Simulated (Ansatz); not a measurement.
Born–Oppenheimer molecular dynamics of a periodic cell of 36 atoms, Be (start crystal Be, start structure hcp, volume 1 times the crystal's). It starts from a structure without forces on its atoms.

Method: Ansatz 0.2.0, DFT LDA, scalar-relativistic, plane waves, PAW. Settings: accuracy low, cutoff 420 eV, k mesh 2x2x2, fermi-dirac smearing 0.24 eV, no spin polarisation.

```yaml
ensemble: NVT, Langevin thermostat
time_step: 0.75 fs
steps_asked: 90
set_temperature: 2800 K
friction: 0.02 /fs
seed: 8980
```

Frames 0.75 fs apart, positions in Å.

Velocities at 15.0 fs (Å/ps):

```
Be -3.69 4.00 2.36
Be 8.10 7.76 4.59
Be 15.42 -1.99 12.92
Be 0.09 -15.28 -13.92
Be 11.92 0.62 3.13
Be -11.97 -5.32 -2.06
Be 14.06 -13.05 11.00
Be -0.10 7.60 -18.09
Be 2.90 -8.06 2.21
Be 10.81 -6.23 -11.26
Be 3.86 4.03 -4.04
Be -9.56 -5.05 -6.48
Be -1.02 6.87 10.69
Be -11.25 10.86 10.28
Be -0.05 -9.39 -8.10
Be -5.41 -4.42 -2.55
Be 10.71 -11.79 4.28
Be 6.34 -1.44 -23.24
Be -7.12 2.96 -0.71
Be -10.66 -11.81 -8.70
Be 1.22 19.32 12.06
Be 7.82 5.44 2.19
Be 10.37 -6.47 23.83
Be 4.14 -22.70 -15.72
Be -16.35 0.35 10.64
Be 3.69 23.86 2.92
Be -0.79 3.39 8.97
Be 2.43 15.97 19.39
Be -20.63 -3.03 5.53
Be 26.01 1.41 -2.93
Be 17.70 -0.45 -1.66
Be 14.46 -7.20 -4.46
Be -21.85 -7.60 -15.04
Be -2.94 14.19 -0.22
Be 15.23 -16.49 7.06
Be 3.83 -0.51 0.76
```

```xyz
36
Lattice="6.8700 0.0000 0.0000 -3.4350 5.9496 0.0000 0.0000 0.0000 7.1769" Properties=species:S:1:pos:R:3 time_fs=15.0 energy_less_start_eV=10.048 T=1190
Be -0.197 -0.047 0.208
Be 0.108 1.470 1.778
Be -0.043 0.004 3.582
Be 0.012 1.106 5.370
Be -0.975 2.049 -0.221
Be -1.400 3.288 1.760
Be -0.911 1.780 3.565
Be -1.217 3.294 5.220
Be -2.051 3.543 -0.051
Be -2.113 5.125 1.716
Be -2.295 4.024 3.593
Be -2.293 5.253 5.175
Be 2.255 0.120 0.303
Be 2.227 1.690 1.730
Be 2.362 0.035 3.730
Be 2.334 1.183 5.284
Be 1.098 1.611 -0.068
Be 0.995 3.510 1.820
Be 1.087 1.950 3.534
Be 1.283 3.146 5.526
Be -0.116 3.959 0.123
Be 0.054 5.106 1.862
Be 0.444 3.823 3.487
Be 0.204 5.258 5.332
Be 4.176 0.226 0.134
Be 4.504 1.604 1.904
Be 4.487 0.184 3.701
Be 4.706 1.344 5.535
Be 3.385 1.942 0.349
Be 3.324 3.667 1.335
Be 3.396 2.049 3.666
Be 3.400 3.117 5.245
Be 2.157 3.897 -0.050
Be 2.587 5.316 2.084
Be 2.462 3.887 3.442
Be 2.153 5.398 5.189
36
Lattice="6.8700 0.0000 0.0000 -3.4350 5.9496 0.0000 0.0000 0.0000 7.1769" Properties=species:S:1:pos:R:3 time_fs=15.8 energy_less_start_eV=10.093 T=1186
Be -0.200 -0.044 0.208
Be 0.112 1.476 1.782
Be -0.030 0.002 3.592
Be 0.013 1.093 5.359
Be -0.965 2.049 -0.217
Be -1.409 3.284 1.759
Be -0.901 1.772 3.573
Be -1.216 3.298 5.206
Be -2.053 3.537 -0.050
Be -2.105 5.122 1.709
Be -2.292 4.028 3.588
Be -2.302 5.250 5.171
Be 2.256 0.124 0.310
Be 2.218 1.700 1.736
Be 2.362 0.027 3.723
Be 2.330 1.180 5.282
Be 1.106 1.603 -0.064
Be 1.000 3.509 1.802
Be 1.082 1.952 3.533
Be 1.274 3.136 5.519
Be -0.117 3.972 0.130
Be 0.060 5.111 1.864
Be 0.449 3.820 3.505
Be 0.207 5.241 5.320
Be 4.165 0.227 0.140
Be 4.508 1.620 1.905
Be 4.487 0.186 3.708
Be 4.708 1.356 5.549
Be 3.368 1.941 0.353
Be 3.341 3.667 1.334
Be 3.406 2.048 3.664
Be 3.411 3.113 5.241
Be 2.139 3.891 -0.061
Be 2.584 5.326 2.084
Be 2.473 3.874 3.447
Be 2.156 5.398 5.191
36
Lattice="6.8700 0.0000 0.0000 -3.4350 5.9496 0.0000 0.0000 0.0000 7.1769" Properties=species:S:1:pos:R:3 time_fs=16.5 energy_less_start_eV=10.103 T=1241
Be -0.202 -0.042 0.207
Be 0.111 1.482 1.786
Be -0.016 -0.002 3.603
Be 0.017 1.079 5.349
Be -0.954 2.051 -0.212
Be -1.417 3.281 1.760
Be -0.891 1.767 3.581
Be -1.213 3.299 5.191
Be -2.058 3.532 -0.050
Be -2.098 5.121 1.703
Be -2.290 4.033 3.582
Be -2.310 5.249 5.169
Be 2.258 0.128 0.314
Be 2.207 1.710 1.744
Be 2.360 0.019 3.715
Be 2.326 1.179 5.280
Be 1.114 1.596 -0.059
Be 1.007 3.507 1.782
Be 1.078 1.955 3.532
Be 1.266 3.124 5.513
Be -0.121 3.984 0.136
Be 0.066 5.117 1.867
Be 0.451 3.818 3.525
Be 0.210 5.226 5.307
Be 4.158 0.228 0.146
Be 4.514 1.635 1.907
Be 4.488 0.188 3.715
Be 4.708 1.367 5.564
Be 3.348 1.941 0.356
Be 3.358 3.668 1.335
Be 3.413 2.049 3.663
Be 3.423 3.111 5.236
Be 2.120 3.886 -0.070
Be 2.579 5.336 2.085
Be 2.486 3.862 3.449
Be 2.158 5.396 5.194
36
Lattice="6.8700 0.0000 0.0000 -3.4350 5.9496 0.0000 0.0000 0.0000 7.1769" Properties=species:S:1:pos:R:3 time_fs=17.2 energy_less_start_eV=10.096 T=1238
Be -0.202 -0.040 0.205
Be 0.109 1.488 1.789
Be -0.002 -0.009 3.617
Be 0.019 1.069 5.339
Be -0.942 2.056 -0.205
Be -1.424 3.276 1.762
Be -0.881 1.766 3.590
Be -1.209 3.299 5.175
Be -2.067 3.530 -0.050
Be -2.092 5.125 1.697
Be -2.289 4.038 3.572
Be -2.315 5.249 5.169
Be 2.262 0.132 0.317
Be 2.196 1.720 1.754
Be 2.355 0.012 3.706
Be 2.322 1.176 5.279
Be 1.123 1.590 -0.053
Be 1.017 3.507 1.760
Be 1.073 1.959 3.533
Be 1.259 3.108 5.506
Be -0.126 3.995 0.140
Be 0.073 5.126 1.871
Be 0.450 3.817 3.544
Be 0.214 5.212 5.295
Be 4.153 0.227 0.151
Be 4.520 1.650 1.908
Be 4.488 0.191 3.724
Be 4.705 1.377 5.579
Be 3.328 1.942 0.356
Be 3.374 3.669 1.337
Be 3.419 2.052 3.664
Be 3.434 3.109 5.231
Be 2.102 3.881 -0.078
Be 2.573 5.345 2.085
Be 2.498 3.851 3.448
Be 2.159 5.396 5.198
36
Lattice="6.8700 0.0000 0.0000 -3.4350 5.9496 0.0000 0.0000 0.0000 7.1769" Properties=species:S:1:pos:R:3 time_fs=18.0 energy_less_start_eV=10.092 T=1321
Be -0.201 -0.038 0.204
Be 0.107 1.494 1.794
Be 0.012 -0.016 3.632
Be 0.022 1.059 5.329
Be -0.930 2.060 -0.198
Be -1.429 3.270 1.767
Be -0.871 1.766 3.598
Be -1.205 3.300 5.159
Be -2.080 3.530 -0.050
Be -2.088 5.132 1.690
Be -2.287 4.043 3.562
Be -2.316 5.249 5.169
Be 2.268 0.135 0.321
Be 2.185 1.731 1.767
Be 2.348 0.005 3.696
Be 2.318 1.170 5.278
Be 1.131 1.585 -0.047
Be 1.030 3.509 1.736
Be 1.067 1.962 3.533
Be 1.251 3.094 5.498
Be -0.130 4.005 0.142
Be 0.080 5.136 1.875
Be 0.446 3.817 3.562
Be 0.220 5.199 5.284
Be 4.151 0.227 0.156
Be 4.524 1.666 1.908
Be 4.487 0.192 3.735
Be 4.704 1.385 5.592
Be 3.307 1.943 0.357
Be 3.388 3.668 1.342
Be 3.426 2.053 3.665
Be 3.447 3.106 5.228
Be 2.085 3.874 -0.086
Be 2.567 5.354 2.083
Be 2.509 3.841 3.445
Be 2.160 5.398 5.204
36
Lattice="6.8700 0.0000 0.0000 -3.4350 5.9496 0.0000 0.0000 0.0000 7.1769" Properties=species:S:1:pos:R:3 time_fs=18.8 energy_less_start_eV=10.077 T=1377
Be -0.202 -0.036 0.201
Be 0.106 1.498 1.798
Be 0.025 -0.024 3.644
Be 0.028 1.048 5.319
Be -0.917 2.062 -0.190
Be -1.431 3.266 1.774
Be -0.864 1.768 3.604
Be -1.202 3.301 5.141
Be -2.092 3.533 -0.051
Be -2.086 5.139 1.683
Be -2.286 4.047 3.553
Be -2.317 5.247 5.169
Be 2.276 0.137 0.323
Be 2.175 1.743 1.783
Be 2.340 -0.004 3.681
Be 2.314 1.164 5.277
Be 1.136 1.583 -0.042
Be 1.046 3.511 1.712
Be 1.063 1.964 3.530
Be 1.244 3.082 5.488
Be -0.136 4.017 0.142
Be 0.086 5.147 1.880
Be 0.439 3.819 3.577
Be 0.225 5.189 5.273
Be 4.153 0.228 0.162
Be 4.528 1.682 1.908
Be 4.484 0.193 3.747
Be 4.702 1.393 5.605
Be 3.286 1.944 0.357
Be 3.404 3.666 1.347
Be 3.436 2.052 3.663
Be 3.459 3.103 5.225
Be 2.067 3.869 -0.093
Be 2.563 5.365 2.078
Be 2.518 3.831 3.440
Be 2.161 5.398 5.211
```

Of the whole run (68 fs, mean temperature of the second half 2251 K): The mean temperature of the second half is 20 % below the set value. A run of 0.068 ps of so small a system gives no equilibrium averages. Limits of this set-up: coarse k mesh, low accuracy level.

The run took 9.7 min on 1 thread of Arm Neoverse V2, with other jobs on the host, peak memory 0.6 GiB.
